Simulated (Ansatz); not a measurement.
# SrLi6: the cost of one run

Program: Ansatz 0.2.0. Level of theory: DFT PBE, scalar-relativistic, plane waves, PAW. These are calculated values, not measurements.

### 1 The starting structure

The structure is trigonal, space group P-3m1 (No. 164). Conventional cell: a = 3.456 Å, b = 3.456 Å, c = 17.677 Å, α = 90.00°, β = 90.00°, γ = 120.00°. Around Li (site symmetry 3m) lie 12 Li at 3.06 to 3.46 Å. Around Li (site symmetry 3m) lie 9 Li at 3.06 to 3.46 Å. Around Sr (site symmetry -3m) lie 6 Sr at 3.46 Å and 6 Li at 3.63 Å.

As a file:

```
CELL_PARAMETERS angstrom
3.45641 0.00000 0.00000
-1.72820 2.99334 0.00000
0.00000 0.00000 17.67717
ATOMIC_POSITIONS crystal
Li 0.33333 0.66667 0.56566
Li 0.66667 0.33333 0.69699
Li 0.33333 0.66667 0.82832
Li 0.66667 0.33333 0.17168
Li 0.33333 0.66667 0.30301
Li 0.66667 0.33333 0.43434
Sr 0.00000 0.00000 0.00000
```

Recipe of the guess: close-packed layers stacked ABACBAB|A (P-3m1, No. 164). Lengths come from tabulated atomic sizes and are only a guess.

### 2 A first look at the guess

Contents of input.yaml:

```yaml
crystal:
  lattice:
    - [3.45640818, 0.0, 0.0]
    - [-1.72820409, 2.99333729, 0.0]
    - [0.0, 0.0, 17.67717214]
  atoms:
    - { symbol: Li, position: [0.33333333, 0.66666667, 0.56566458] }
    - { symbol: Li, position: [0.66666667, 0.33333333, 0.69699373] }
    - { symbol: Li, position: [0.33333333, 0.66666667, 0.82832288] }
    - { symbol: Li, position: [0.66666667, 0.33333333, 0.17167712] }
    - { symbol: Li, position: [0.33333333, 0.66666667, 0.30300627] }
    - { symbol: Li, position: [0.66666667, 0.33333333, 0.43433542] }
    - { symbol: Sr, position: [0.0, 0.0, 0.0] }
basis:
  ecutwfc: 420
kpoints:
  mp_grid: { grid: [6, 6, 1] }
hamiltonian:
  xc: pbe
scf:
  occupations: { method: gaussian, width: 0.1 }
  lower_state_search: "off"
output:
  forces: true
  stress: true
  eigenvalues: true
```

Started as:

```bash
$ ansatz run input.yaml --threads 1 --pin off --max-ram 2560MiB --backend cpu --events-out ev --progress --plain --runs-dir out
```

What time and memory should one allow on 1 thread of Intel Xeon at 2.50GHz (Skylake/Cascade Lake), shared host?

About 5.9 s, with a peak of 0.39 GiB.
